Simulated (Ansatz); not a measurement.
# InAs: a relaxation

Aim: a sound relaxation of InAs. The structure is shown as the input types it.

The COD entry's cell or inner coordinates are ideal or old and differ from later refinements, so a difference from it is no clean test against experiment.

Computed with Ansatz 0.2.0 (DFT, r2SCAN, PAW with Ansatz's default frozen-core files, scalar-relativistic; relaxation of cell and atoms, unless a step's input says otherwise).

**1. The system as given**

The structure is cubic, space group F-43m (No. 216). The conventional cell has a = 6.036 Å, b = 6.036 Å, c = 6.036 Å, α = 90.00°, β = 90.00°, γ = 90.00°. In (site symmetry -43m) is surrounded by 4 As at 2.61 Å. As (site symmetry -43m) is surrounded by 4 In at 2.61 Å.

Coordinates:

```
CELL_PARAMETERS angstrom
0.00000 3.01800 3.01800
3.01800 0.00000 3.01800
3.01800 3.01800 0.00000
ATOMIC_POSITIONS crystal
In 0.00000 0.00000 0.00000
As 0.75000 0.75000 0.75000
```

**2. Running it**

Input file input.yaml:

```yaml
crystal:
  lattice:
    - [0.0, 3.018, 3.018]
    - [3.018, 0.0, 3.018]
    - [3.018, 3.018, 0.0]
  atoms:
    - { symbol: In, position: [0.0, 0.0, 0.0] }
    - { symbol: As, position: [0.75, 0.75, 0.75] }
kpoints:
  mp_grid: { grid: [10, 10, 10] }
scf:
  occupations: { method: fermi_dirac, width: 0.1 }
  mixing: { algorithm: broyden, beta: 1.0, ndim: 1, preconditioner: none }
  max_iter: 100
hamiltonian:
  xc: r2scan
  pseudopotentials: { kind: paw }
relax:
  f_tol: 0.002
  max_steps: 80
  cell: {}
output:
  forces: true
  stress: true
```

Started as:

```
$ ansatz run input.yaml --threads 1 --pin off --max-ram 3072MiB --backend cpu --events-out ev --progress --plain --runs-dir out
```

Q: Will this input give a usable result? If not, why, and what should change?

This run ends as converged. Convergence says nothing about whether the input makes sense.

The suspect setting: scf.mixing.algorithm is broyden; scf.mixing.beta is 1.0; scf.mixing.ndim is 1; scf.mixing.preconditioner is none. The risk: mixing too aggressive. Here it converged all the same; such a setting changes the road, not the converged state. Several mixing settings were changed at once, so this run can't tell how much each is to blame.

To check: delete scf.mixing.algorithm, scf.mixing.beta, scf.mixing.ndim and scf.mixing.preconditioner (the default then holds).
